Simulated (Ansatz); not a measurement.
**CH2BFN2: how energies converge with the basis set**

One table from this session's results is given with a row withheld; the runs are named, their logs left out.

The runs use Ansatz 0.2.0, Gaussian basis; one geometry, several basis sets.

The runs, in order: PBE0-D4/def2-SVP; ωB97M-V/def2-SVP; PBE0-D4/def2-QZVPP; ωB97M-V/def2-QZVPP; the functionals' def2-TZVPP values are taken from earlier runs.

## The relaxed structure

All runs share one geometry, relaxed beforehand with PBE0-D4 in a triple-zeta def2 set.

7 atoms, charge 0, spin multiplicity 1.

Atoms are counted from 1 here; the program's logs count them from 0.

Bond lengths: N1–C2 1.253 Å, N1–H6 1.016 Å, C2–N3 1.415 Å, C2–B4 1.518 Å, N3–B4 1.377 Å, N3–H7 1.010 Å, B4–F5 1.306 Å. Angles: C2–N1–H6 110.4°, N1–C2–N3 132.7°, N1–C2–B4 171.5°, N3–C2–B4 55.9°, C2–N3–B4 65.9°, C2–N3–H7 135.9°, B4–N3–H7 158.2°, C2–B4–N3 58.3°, C2–B4–F5 159.2°, N3–B4–F5 142.5°.

The first run:

Contents of in.yaml:

```yaml
crystal:
  periodic: [false, false, false]
  atoms:
    - {symbol: N, position_ang: [-0.818689, -0.082779, 1.491552]}
    - {symbol: C, position_ang: [-0.292286, 0.037947, 0.360580]}
    - {symbol: N, position_ang: [0.879481, -0.506765, -0.214890]}
    - {symbol: B, position_ang: [0.171646, 0.321020, -1.056728]}
    - {symbol: F, position_ang: [0.176767, 0.823278, -2.262361]}
    - {symbol: H, position_ang: [-1.671966, 0.466363, 1.546366]}
    - {symbol: H, position_ang: [1.616249, -1.127063, 0.089682]}
basis:
  gaussian: {orbitals: def2-SVP}
hamiltonian: {xc: pbe0, dispersion: d4}
output: {orbitals: {seedname: orbitals}}
```

The run is started by

```console
ansatz run in.yaml --threads 2 --pin off --events-out ev --progress --plain --max-ram 4352MiB
```

Among the steps run: PBE0-D4 in def2-SVP; ωB97M-V in def2-SVP; PBE0-D4 in def2-QZVPP; ωB97M-V in def2-QZVPP.

One table of the session follows, with a row left open; its other results are not shown here.

It belongs to the step «Functionals by basis». 

```
functional       basis  HOMO (eV)  LUMO (eV)
   PBE0-D4    def2-SVP      -7.10      -0.03
   PBE0-D4  def2-TZVPP      -7.36      -0.37
   PBE0-D4  def2-QZVPP          ?          ?
   ωB97M-V    def2-SVP      -9.38       2.26
   ωB97M-V  def2-TZVPP      -9.66       1.77
   ωB97M-V  def2-QZVPP      -9.71       1.49
```

Estimate the missing values for PBE0-D4, def2-QZVPP.

As computed: HOMO (eV): -7.41; LUMO (eV): -0.46. In the column «HOMO (eV)» it lies between ωB97M-V, def2-SVP (-9.38) and PBE0-D4, def2-TZVPP (-7.36).
